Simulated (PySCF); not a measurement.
# SiAs: changing the method

What do other methods print for SiAs?

Computed with PySCF 2.14.0. Level: each script names its method and basis.

1 further run of the same task is left out (it didn't finish).

### 1 The starting structure

SiAs: 2 atoms, charge 0, spin multiplicity 2.

No contacts short enough for the rule that draws bonds.

### 2 Base script

Input file input.py:

```python
from pyscf import gto, scf, mcscf

mol = gto.M(
    atom='Si 0 0 0; As 0 0 2.633',
    basis='minao',
    charge=0,
    spin=1,
    verbose=4,
)
mf = scf.ROHF(mol)
mf = mf.density_fit(auxbasis='def2-universal-jkfit')
mf.kernel()
mc = mcscf.CASSCF(mf, 4, 5)
mc.kernel()
mc.analyze()
mf.dip_moment()
print('orbital energies (hartree):', mf.mo_energy[..., max(0, mol.nelec[1]-3):mol.nelec[0]+3].round(4))
```

On the command line:

```console
$ python input.py
```

### 3 SCF alone

Variant 1 changes step after the SCF: casscf → none.

input.py, as its differences from that of step 2:

```diff
@@ -1,2 +1,2 @@
-from pyscf import gto, scf, mcscf
+from pyscf import gto, scf
 
@@ -12,5 +12,2 @@
 mf.kernel()
-mc = mcscf.CASSCF(mf, 4, 5)
-mc.kernel()
-mc.analyze()
 mf.dip_moment()
```

### 4 Wb97 (ROKS)

Variant 2 changes functional: none (Hartree–Fock) → wb97; SCF type: ROHF → ROKS; step after the SCF: casscf → analyze.

Input file input.py:

```python
from pyscf import gto, dft

mol = gto.M(
    atom='Si 0 0 0; As 0 0 2.633',
    basis='minao',
    charge=0,
    spin=1,
    verbose=4,
)
mf = dft.ROKS(mol, xc='wb97')
mf = mf.density_fit(auxbasis='def2-universal-jkfit')
mf.kernel()
mf.analyze()
print('orbital energies (hartree):', mf.mo_energy[..., max(0, mol.nelec[1]-3):mol.nelec[0]+3].round(4))
```

### 5 TDA (UHF)

Variant 3 changes step after the SCF: casscf → tda; SCF type: ROHF → UHF; number of roots: none → 3.

Input file input.py:

```python
from pyscf import gto, scf, tdscf

mol = gto.M(
    atom='Si 0 0 0; As 0 0 2.633',
    basis='minao',
    charge=0,
    spin=1,
    verbose=4,
)
mf = scf.UHF(mol)
mf = mf.density_fit(auxbasis='def2-universal-jkfit')
mf.kernel()
td = tdscf.TDA(mf)
td.nstates = 3
td.kernel()
td.analyze()
mf.dip_moment()
print('orbital energies (hartree):', [e[max(0, n-3):n+3].round(4) for e, n in zip(mf.mo_energy, mol.nelec)])
```

### 6 MP2 (UHF)

Variant 4 changes step after the SCF: casscf → mp2; SCF type: ROHF → UHF; frozen orbitals: none → 14.

Input file input.py:

```python
from pyscf import gto, scf, mp

mol = gto.M(
    atom='Si 0 0 0; As 0 0 2.633',
    basis='minao',
    charge=0,
    spin=1,
    verbose=4,
)
mf = scf.UHF(mol)
mf = mf.density_fit(auxbasis='def2-universal-jkfit')
mf.kernel()
mp.MP2(mf, frozen=14).kernel()
mf.dip_moment()
print('orbital energies (hartree):', [e[max(0, n-3):n+3].round(4) for e, n in zip(mf.mo_energy, mol.nelec)])
```

### 7 Polarisability (UHF)

Variant 5 changes step after the SCF: casscf → polarizability; SCF type: ROHF → UHF.

Input file input.py:

```python
from pyscf import gto, scf
from pyscf.prop.polarizability import uhf as pol

mol = gto.M(
    atom='Si 0 0 0; As 0 0 2.633',
    basis='minao',
    charge=0,
    spin=1,
    verbose=4,
)
mf = scf.UHF(mol)
mf = mf.density_fit(auxbasis='def2-universal-jkfit')
mf.kernel()
print('polarizability (a.u.)')
print(pol.Polarizability(mf).polarizability().round(4))
mf.dip_moment()
print('orbital energies (hartree):', [e[max(0, n-3):n+3].round(4) for e, n in zip(mf.mo_energy, mol.nelec)])
```

Q: Predict the outcome of this session. Wanted: for each run, E(SCF); from base; gap, α spin; SCF dipole; after the SCF.

**Answer**, as computed:

```
                 run  E(SCF) (hartree)  from base (eV)  cycles  gap, α spin (eV)  SCF dipole (D)                           after the SCF
                base      -2523.042181               0      15               n/a            1.62            CASSCF correlation -1.358 eV
           SCF alone      -2523.042181          0.0000      15               n/a            1.62                                     n/a
         wb97 (ROKS)      -2525.373368  not comparable      13               n/a            1.30                                     n/a
           TDA (UHF)      -2523.042234         -0.0015      19              7.06            1.62               lowest root found 0.07 eV
           MP2 (UHF)      -2523.042234         -0.0015      19              7.06            1.62  MP2 correlation -1.968 eV, core frozen
polarisability (UHF)      -2523.042234         -0.0015      19              7.06            1.62                                     n/a
```

**Reading.** A lower total energy from another functional means nothing by itself.
